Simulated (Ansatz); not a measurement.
# FH3Se3Sn: small, medium and large basis sets

An exercise on one series of results from a longer session: the logs are not shown, and one member is left open.

The runs use Ansatz 0.2.0, Gaussian basis; one geometry, several basis sets.

The runs, in order: PBE0-D4/def2-SVP; ωB97M-V/def2-SVP; PBE0-D4/def2-QZVPP; ωB97M-V/def2-QZVPP; the functionals' def2-TZVPP values are taken from earlier runs.

1 further run of the same task is left out (for a known fault of the program).

**The relaxed structure**

An earlier PBE0-D4 in a triple-zeta def2 set relaxation fixed the geometry. Sn takes the def2 core potential; no spin-orbit term is included.

SMILES `[F][Sn]([SeH])([SeH])[SeH]`, 8 atoms, charge 0, spin multiplicity 1.

Atoms are counted from 1 here; the program's logs count them from 0.

Bond lengths: F1–Sn2 1.923 Å, Sn2–Se3 2.509 Å, Sn2–Se4 2.515 Å, Sn2–Se5 2.506 Å, Se3–H6 1.470 Å, Se4–H7 1.471 Å, Se5–H8 1.470 Å. Angles: F1–Sn2–Se3 108.9°, F1–Sn2–Se4 101.6°, F1–Sn2–Se5 107.1°, Se3–Sn2–Se4 114.4°, Se3–Sn2–Se5 108.4°, Se4–Sn2–Se5 115.8°, Sn2–Se3–H6 89.9°, Sn2–Se4–H7 88.5°, Sn2–Se5–H8 90.2°.

Set-up of the first run:

The input, in.yaml:

```yaml
crystal:
  periodic: [false, false, false]
  atoms:
    - {symbol: F, position_ang: [-1.349298, 0.007798, 1.409740]}
    - {symbol: Sn, position_ang: [0.065122, -0.255236, 0.133386]}
    - {symbol: Se, position_ang: [2.266181, -0.192408, 1.336745]}
    - {symbol: Se, position_ang: [-0.313554, 1.667010, -1.443095]}
    - {symbol: Se, position_ang: [-0.238281, -2.543933, -0.842317]}
    - {symbol: H, position_ang: [2.458854, 1.199041, 0.904811]}
    - {symbol: H, position_ang: [-1.152411, 2.297138, -0.412465]}
    - {symbol: H, position_ang: [-1.644413, -2.236410, -1.142603]}
basis:
  gaussian: {orbitals: def2-SVP}
hamiltonian: {xc: pbe0, dispersion: d4}
output: {orbitals: {seedname: orbitals}}
```

On the command line:

```bash
$ ansatz run in.yaml --threads 4 --pin off --events-out ev --progress --plain --max-ram 11315MiB
```

Among the steps run: PBE0-D4 in def2-SVP; ωB97M-V in def2-SVP; PBE0-D4 in def2-QZVPP; ωB97M-V in def2-QZVPP.

One of the session's tables, all rows but one given; the rest of the session is left out.

It belongs to the step «Functionals by basis». 

```
functional       basis  HOMO (eV)  LUMO (eV)
   PBE0-D4    def2-SVP          ?          ?
   PBE0-D4  def2-TZVPP      -7.48      -2.45
   PBE0-D4  def2-QZVPP      -7.49      -2.46
   ωB97M-V    def2-SVP      -9.48      -0.37
   ωB97M-V  def2-TZVPP      -9.60      -0.60
   ωB97M-V  def2-QZVPP      -9.61      -0.65
```

Q: Estimate the row for PBE0-D4, def2-SVP from the others.

The run gave: HOMO (eV): -7.37; LUMO (eV): -2.30. In the column «HOMO (eV)» it is the highest.
